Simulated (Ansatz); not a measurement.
**K2NaCrF6: one geometry, two states**

An SCF can end in more than one state. Here K2NaCrF6, a database entry, slightly rescaled, is run from each state found earlier: which lies lowest, and what else changes?

Method: DFT, r2SCAN, with U_eff = 6.38 eV on Cr d, plane waves, PAW, in Ansatz 0.2.0.

## (1) The system as given

The structure is cubic, space group Fm-3m (No. 225). The conventional cell has a = 8.178 Å, b = 8.178 Å, c = 8.178 Å, α = 90.00°, β = 90.00°, γ = 90.00°. Cr (site symmetry m-3m) has 6 F at 1.88 Å as nearest neighbours. F (site symmetry 4mm) has 1 Cr at 1.88 Å and 1 Na at 2.21 Å as nearest neighbours. Around K (site symmetry -43m) lie 12 F at 2.90 Å. Around Na (site symmetry m-3m) lie 6 F at 2.21 Å.

Its coordinates follow in the input file.

The states: A, Cr1 up (collinear spin); B, no atom with a moment over 0.3 μB (no spin polarisation). Each run reads its own saved solution as saved_state.

## (2) State A: the run

File input.yaml:

```yaml
crystal:
  lattice:
    - [0.0, 4.08918237, 4.08918237]
    - [4.08918237, 0.0, 4.08918237]
    - [4.08918237, 4.08918237, 0.0]
  atoms:
    - { symbol: Cr, position: [0.0, 0.0, 0.0] }
    - { symbol: F, position: [0.7707, 0.2293, 0.2293] }
    - { symbol: F, position: [0.2293, 0.7707, 0.2293] }
    - { symbol: F, position: [0.2293, 0.7707, 0.7707] }
    - { symbol: F, position: [0.7707, 0.2293, 0.7707] }
    - { symbol: F, position: [0.2293, 0.2293, 0.7707] }
    - { symbol: F, position: [0.7707, 0.7707, 0.2293] }
    - { symbol: K, position: [0.25, 0.25, 0.25] }
    - { symbol: K, position: [0.75, 0.75, 0.75] }
    - { symbol: Na, position: [0.5, 0.5, 0.5] }
kpoints:
  mp_grid: { grid: [5, 5, 5], shift: [0, 0, 0] }
  band_path:
    path:
      - [0.0, 0.0, 0.0]
      - [0.5, 0.0, 0.5]
      - [0.625, 0.25, 0.625]
      - [0.375, 0.375, 0.75]
      - [0.0, 0.0, 0.0]
      - [0.5, 0.5, 0.5]
      - [0.5, 0.25, 0.75]
      - [0.5, 0.0, 0.5]
    npoints: 8
magnetization:
  spin_polarized: true
scf:
  occupations: { method: fermi_dirac }
  lower_state_search: "off"
  max_iter: 200
hamiltonian:
  pseudopotentials: { kind: paw }
  xc: r2scan
  hubbard:
    projectors: all-electron-ortho-atomic
    sites: [{ species: Cr, l: d, u_eff: 6.38 }]
basis:
  ecutwfc: 500
  fft_grid_basis: typed
output:
  forces: true
  stress: true
  eigenvalues: true
  bader: true
  populations: true
  elf: true
  write_potential: true
  volumetric_format: npy
  dos:
    e_range: [-12, 8]
    de: 0.05
    projected: { site_lists: { Cr: [Cr], F: [F], K: [K], Na: [Na] } }
checkpoint:
  read: saved_state
```

## (4) State B: the run

Changes to input.yaml since step 2:

```diff
@@ -16,17 +16,7 @@
     - { symbol: Na, position: [0.5, 0.5, 0.5] }
+  symmetry: { detect: false, time_reversal: true }
 kpoints:
   mp_grid: { grid: [5, 5, 5], shift: [0, 0, 0] }
-  band_path:
-    path:
-      - [0.0, 0.0, 0.0]
-      - [0.5, 0.0, 0.5]
-      - [0.625, 0.25, 0.625]
-      - [0.375, 0.375, 0.75]
-      - [0.0, 0.0, 0.0]
-      - [0.5, 0.5, 0.5]
-      - [0.5, 0.25, 0.75]
-      - [0.5, 0.0, 0.5]
-    npoints: 8
 magnetization:
-  spin_polarized: true
+  spin_polarized: false
 scf:
```

(Steps that only read results are left out.)

Q: Predict the outcome of this session. Wanted: for each run, free energy; largest site moment; size of the net moment; gap; pressure; largest force.

The runs gave:

| state | free energy (meV/atom) | largest site moment (μB) | size of the net moment (μB/cell) | gap (eV) | pressure (GPa) | largest force (eV/Å) | SCF cycles |
| --- | --- | --- | --- | --- | --- | --- | --- |
| A | 0.0 | 2.40 | 3.00 | 6.60 | 4.5 | 0.99 | 7 |
| B | 456.2 | – | – | metal | 4.2 | 1.25 | 13 |

What this shows: State A lies lowest, 456.2 meV per atom under state B. They differ in kind: A is gapped, B is a metal. Not all runs allow spin: where it is off, the gap in energy is mostly the cost of forbidding moments, not two ends of one search.

Keep in mind: an odd count of electrons without spin polarisation forces a partly filled band; the state breaks the symmetry of the cell.
